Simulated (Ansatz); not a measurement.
**AlFILi (SMILES [Li][Al]([F])[I]): single points off equilibrium**

One table from this session's results is given with a row withheld; the runs are named, their logs left out.

Computed with Ansatz 0.2.0, Gaussian basis. Level: single points in def2-TZVPP.

Correlated methods freeze the cores. Filled d shells of the heavier atoms are correlated. Core potentials replace the inner electrons past krypton, and spin-orbit coupling is left out. The outer core shell of Li, Na, Mg and K is correlated.

## The starting structure

4 atoms, charge 0, spin multiplicity 1.

Atoms are counted from 1 here; the program's logs count them from 0.

Bond lengths: Al2–F3 1.619 Å, Al2–I4 2.606 Å. Angles: F3–Al2–I4 112.3°.

Coordinates:

```xyz
4
charge 0, multiplicity 1
Li    0.9675   -1.6680    1.5454
Al   -0.2049   -0.0664    0.0285
F    -1.7975   -0.0436   -0.2600
I     1.0686    1.7807   -1.2977
```

Set-up of the first run:

File run/in.yaml:

```yaml
crystal:
  periodic: [false, false, false]
  atoms:
    - {symbol: Li, position_ang: [0.967500, -1.668000, 1.545400]}
    - {symbol: Al, position_ang: [-0.204900, -0.066400, 0.028500]}
    - {symbol: F, position_ang: [-1.797500, -0.043600, -0.260000]}
    - {symbol: I, position_ang: [1.068600, 1.780700, -1.297700]}
basis:
  gaussian: {orbitals: def2-TZVPP}
correlation: {method: ccsd_t}
output: {forces: true}
```

The command line of these runs was not kept.

Steps of the session up to this table: CCSD(T)/def2-TZVPP; PBE0-D4/def2-TZVPP; wB97M-V/def2-TZVPP; r2SCAN-D4/def2-TZVPP; PBE-D4/def2-TZVPP; SPW92/def2-TZVPP; wB97X-V/def2-TZVPP.

One of the session's tables, all rows but one given; the rest of the session is left out.

| method | RMS force component (eV/Å) | angle to CCSD(T) forces (°) | dipole (D) |
| --- | --- | --- | --- |
| CCSD(T) | 0.628 | reference | 9.27 |
| PBE0-D4 | 0.587 | 0.7 | 9.11 |
| wB97M-V | 0.639 | 4.3 | 9.30 |
| r2SCAN-D4 | 0.609 | 2.7 | 9.12 |
| PBE-D4 | 0.767 | 8.4 | 8.80 |
| SPW92 | 0.572 | 5.1 | 9.02 |
| wB97X-V | ? | ? | ? |

Q: Estimate the row for wB97X-V from the others.

The run gave: RMS force component (eV/Å): 0.656; angle to CCSD(T) forces (°): 1.1; dipole (D): 9.30. In the column «RMS force component (eV/Å)» it lies between wB97M-V (0.639) and PBE-D4 (0.767).
